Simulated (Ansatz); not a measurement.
# LiCl: the cost of one run

Method: DFT r2SCAN, scalar-relativistic, plane waves, PAW, in Ansatz 0.2.0.

The COD entry's cell or inner coordinates are ideal or old and differ from later refinements, so a difference from it is no clean test against experiment.

**1. The structure to begin with**

The structure is cubic, space group Fm-3m (No. 225). Conventional cell: a = 5.130 Å, b = 5.130 Å, c = 5.130 Å, α = 90.00°, β = 90.00°, γ = 90.00°. Around Li (site symmetry m-3m) lie 6 Cl at 2.56 Å. Around Cl (site symmetry m-3m) lie 6 Li at 2.56 Å.

As a file:

```
Li Cl
1.0
     0.00000    2.56476    2.56476
     2.56476    0.00000    2.56476
     2.56476    2.56476    0.00000
Li Cl
1 1
Direct
  0.00000 0.00000 0.00000
  0.50000 0.50000 0.50000
```

No relaxation comes first: the listed cell is the starting point.

**2. Zero of the scan**

input.yaml reads:

```yaml
crystal:
  lattice:
    - [0.0, 2.56476, 2.56476]
    - [2.56476, 0.0, 2.56476]
    - [2.56476, 2.56476, 0.0]
  atoms:
    - { symbol: Li, position: [0.0, 0.0, 0.0] }
    - { symbol: Cl, position: [0.5, 0.5, 0.5] }
basis:
  ecutwfc: 500
kpoints:
  mp_grid: { grid: [8, 8, 8] }
hamiltonian:
  xc: r2scan
scf:
  occupations: { method: gaussian, width: 0.05 }
output:
  forces: true
  stress: true
  eigenvalues: true
```

On the command line:

```sh
$ ansatz run input.yaml --threads 1 --pin off --max-ram 2560MiB --backend cpu --events-out ev --progress --plain --runs-dir out
```

**Question.** How long does this run take on 1 thread of Arm Neoverse V1, shared host, and how much memory does it need?

About 2.2 s, with a peak of 0.34 GiB.
